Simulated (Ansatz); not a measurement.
# BF4H4N: the cost of one run

Method: UKS PBE0-D4/6-31G, in Ansatz 0.2.0.

## 1. Starting point

Bond lengths: B1–N2 1.800 Å, B1–F3 1.313 Å, B1–F4 1.317 Å, B1–F6 1.680 Å, N2–H9 1.011 Å, N2–H10 1.010 Å. Angles: B1–N2–H9 109.7°, B1–N2–H10 109.9°, H9–N2–H10 110.7°, N2–B1–F3 112.3°, N2–B1–F4 110.2°, N2–B1–F6 98.5°, F3–B1–F4 120.9°, F3–B1–F6 106.8°, F4–B1–F6 105.4°.

As a file:

```xyz
10

B     0.0098   -1.0917    0.2275
N    -0.8943    0.3218   -0.4236
F     0.0499   -2.0916   -0.6226
F    -0.3046   -1.2903    1.4908
H     1.5106    0.7820    0.3321
F     1.5466   -0.4134    0.2503
H    -0.0934    1.3318   -0.0725
F     0.9525    1.8376    0.2484
H    -0.9669    0.2461   -1.4287
H    -1.8102    0.3678   -0.0014
```

## 2. Run 1

150 steps of 0.5 fs at constant energy, with velocities drawn for 1000 K.

File input.yaml:

```yaml
crystal:
  periodic: [false, false, false]
  atoms:
    - { symbol: B, position_ang: [0.0098, -1.0917, 0.2275] }
    - { symbol: "N", position_ang: [-0.8943, 0.3218, -0.4236] }
    - { symbol: F, position_ang: [0.0499, -2.0916, -0.6226] }
    - { symbol: F, position_ang: [-0.3046, -1.2903, 1.4908] }
    - { symbol: H, position_ang: [1.5106, 0.782, 0.3321] }
    - { symbol: F, position_ang: [1.5466, -0.4134, 0.2503] }
    - { symbol: H, position_ang: [-0.0934, 1.3318, -0.0725] }
    - { symbol: F, position_ang: [0.9525, 1.8376, 0.2484] }
    - { symbol: H, position_ang: [-0.9669, 0.2461, -1.4287] }
    - { symbol: H, position_ang: [-1.8102, 0.3678, -0.0014] }
magnetization:
  spin_polarized: true
basis:
  gaussian: { orbitals: "6-31G" }
hamiltonian:
  xc: pbe0
  dispersion: d4
md:
  timestep: 0.5
  n_steps: 150
  ensemble: nve
  temperature: 1000.0
  initial_velocities: maxwell_boltzmann
  seed: 513552
```

The run is started by

```
$ ansatz run input.yaml --threads 1 --pin off --max-ram 2048MiB --backend cpu --events-out ev --progress --plain --runs-dir out
```

Q: Estimate wall time and peak memory on 1 thread of an Arm CPU, shared host.

About 10 min, with a peak of 0.19 GiB.
